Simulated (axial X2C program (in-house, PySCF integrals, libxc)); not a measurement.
**PrOH⁺: Ω levels from open-shell CI on f3 s0 d(πδ)0**

Aim: the spin–orbit levels of PrOH⁺ that arise from the configuration f3 s0 d(πδ)0 of Pr, and how they move with the bond.

Method: two-component X2C, average-of-configuration Hartree–Fock and CI in the open shells; program: an in-house X2C program for linear molecules on PySCF integrals.

All values are calculated.

## 1. Set-up

task.json

```json
{"zs": [59, 8, 1], "q": 1, "bas": ["dyall-v3z", "dyall-v3z", "dyall-v3z"], "r0": 2.24, "metal": 0, "shells": [[3, [0, 1, 2, 3], 3], [0, [0], 0], [2, [1, 2], 0]], "fix": 0, "emax": 2.2, "nroots": 4, "r2": 0.95}
```

Keys: zs atomic numbers; q charge; bas basis sets; r0 starting distance in Å; metal index of the metal atom; shells open shells as [l, |m| values, electrons]; fix electron count of the first shell held; emax energy window in eV; nroots roots for each Ω; r2 second bond in Å, held.

On the command line:

```console
$ python soci.py task.json out
```

Two-component X2C with atomic mean-field Coulomb and Gaunt terms, basis Pr dyall-v3z, O dyall-v3z, H dyall-v3z (cores contracted in-house). Orbitals come from Hartree–Fock averaged over the configuration Pr f3 s0 d(πδ)0; CI then distributes these electrons over the f, s, d(πδ) shells of Pr.

## 2. CI at Pr–O–H held linear, bonds 2.088 and 0.950 Å (the second held)

**Question.** What will these runs give? Wanted: lowest level of the model; next level; lowest curve, Re and ωe.

As calculated:

| quantity | value |
| --- | --- |
| lowest level of the model | Ω = 9/2, g∥ = 6.42, 100% f3 |
| next level | Ω = 7/2, 225 cm⁻¹ higher |
| lowest curve, Re and ωe | 2.094 Å, 594.4 cm⁻¹ |

In the lowest level ⟨Sz⟩ = -1.29 and ⟨Lz⟩ = 5.79; its leading determinant has weight 0.45 among 98. The 5 lowest levels are the Ω components of the Hund's-rule level 4I9/2 of f3 (free-ion gJ = 0.727), split by the axial field over 598 cm⁻¹. From 2.088 to 2.255 Å the gap from the lowest to the fifth level goes from 598 to 546 cm⁻¹. Without dynamic correlation distances can be off by several hundredths of an Å, and the wavenumbers are rough. Dynamic correlation is missing, so gaps between terms are too wide and other configurations may lie lower; the lowest level listed is that of this model, not necessarily the ground state. At most 4 roots were kept for each Ω > 0 (twice that for Ω = 0) within 2.2 eV of the lowest, so higher up levels can be missing between those listed; levels with Ω > 0 are doubly degenerate and listed once, Ω = 0 levels singly. States that fill the shells left empty in the average are placed too high. The molecule was held linear; bending was not examined.
